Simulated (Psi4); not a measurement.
# SiH2O2F (SMILES O[Si](O)F): UPBE0/aug-cc-pVDZ (density fitting, sweep point 8)

We compute the energy of SiH2O2F. 

The results are computed with Psi4 1.11.

## Step 1: The system as given

SiH2O2F: 6 atoms, total charge 0, spin state doublet. As SMILES, `O[Si](O)F`. The shape is that of a PBE0-D4/def2-TZVP optimisation. This is one conformer, not always the lowest.

Bond lengths: O1–Si2 1.630 Å, Si2–O3 1.639 Å, Si2–F4 1.594 Å, O1–H5 0.959 Å, O3–H6 0.959 Å. Angles: O1–Si2–O3 107.8°, O1–Si2–F4 105.4°, O3–Si2–F4 111.3°, Si2–O1–H5 117.1°, Si2–O3–H6 117.8°.

## Step 2: The energy at UPBE0/aug-cc-pVDZ (density fitting, sweep point 8)

Contents of job.dat:

```
memory 1600 MB

molecule molecule1 {
  0 2
  O     -0.887300     1.032000    -0.626300
  Si     0.382900     0.026200    -0.446500
  O      0.346300    -0.560700     1.083400
  F      0.159400    -1.133900    -1.516300
  H     -1.051600     1.658800     0.081100
  H      1.092300    -1.086600     1.378500
  units angstrom
  symmetry c1
}

set basis aug-cc-pVDZ
set reference uks
set scf_type df
set level_shift 0.5

e, wfn = energy("pbe0", return_wfn=True)
print_variables()
```

The run is started by

```console
$ psi4 -n 1 job.dat job.out
```

What values should one expect? Wanted: total energy; dipole moment; HOMO energy; LUMO energy; ⟨S²⟩.

Answer, from the run:

Level: UPBE0/aug-cc-pVDZ (density fitting, sweep point 8).

```
                          quantity          value
                      total energy  -540.74313 Eh
                     dipole moment         2.54 D
HOMO energy (highest over α and β)       -6.52 eV
 LUMO energy (lowest over α and β)       -2.51 eV
                              ⟨S²⟩          0.752
```
